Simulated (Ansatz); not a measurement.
**CH₃BClFO: basis-set convergence**

Aim: see how fast density functionals converge with the basis set for CH₃BClFO.

Computed with Ansatz 0.2.0, Gaussian basis. Level: one geometry, several basis sets.

Levels to be run: PBE0-D4/def2-SVP; ωB97M-V/def2-SVP; PBE0-D4/def2-QZVPP; ωB97M-V/def2-QZVPP; the functionals' def2-TZVPP values are taken from earlier runs.

## 1. The relaxed structure

An earlier PBE0-D4 in a triple-zeta def2 set relaxation fixed the geometry.

SMILES `OC(F)BCl`, 8 atoms, charge 0, spin multiplicity 1.

Atoms are counted from 1 here; the program's logs count them from 0.

Bond lengths: O1–C2 1.377 Å, O1–H6 0.962 Å, C2–F3 1.399 Å, C2–B4 1.589 Å, C2–H7 1.097 Å, B4–Cl5 1.733 Å, B4–H8 1.189 Å. Angles: C2–O1–H6 109.9°, O1–C2–F3 110.4°, O1–C2–B4 107.3°, O1–C2–H7 112.0°, F3–C2–B4 106.9°, F3–C2–H7 105.2°, B4–C2–H7 114.8°, C2–B4–Cl5 119.9°, C2–B4–H8 120.8°, Cl5–B4–H8 119.3°.

## 2. PBE0-D4 in def2-SVP

The input, in.yaml:

```yaml
crystal:
  periodic: [false, false, false]
  atoms:
    - {symbol: O, position_ang: [-0.045544, 0.346895, 1.395699]}
    - {symbol: C, position_ang: [0.458898, 0.058770, 0.147328]}
    - {symbol: F, position_ang: [1.315070, -1.045417, 0.209214]}
    - {symbol: B, position_ang: [-0.767165, -0.356727, -0.774672]}
    - {symbol: Cl, position_ang: [-1.105675, 0.541101, -2.217197]}
    - {symbol: H, position_ang: [0.620530, 0.802361, 1.920178]}
    - {symbol: H, position_ang: [1.073178, 0.877479, -0.246575]}
    - {symbol: H, position_ang: [-1.457192, -1.281562, -0.489875]}
basis:
  gaussian: {orbitals: def2-SVP}
hamiltonian: {xc: pbe0, dispersion: d4}
output: {orbitals: {seedname: orbitals}}
```

Further steps of the session: ωB97M-V in def2-SVP; PBE0-D4 in def2-QZVPP; ωB97M-V in def2-QZVPP.

Q: Predict the results of all the runs planned. Wanted: PBE0-D4: double and triple zeta above quadruple; ωB97M-V: double and triple zeta above quadruple.

**Answer**, as computed:

| quantity | value |
| --- | --- |
| PBE0-D4: double and triple zeta above quadruple | 12.78, 0.72 eV |
| ωB97M-V: double and triple zeta above quadruple | 12.91, 0.68 eV |

**Reading.** PBE0-D4 gains 12.06 eV from double to triple zeta, then 0.72 eV more. These are total energies; as a rule much of such shifts cancels in differences, which this series doesn't test.
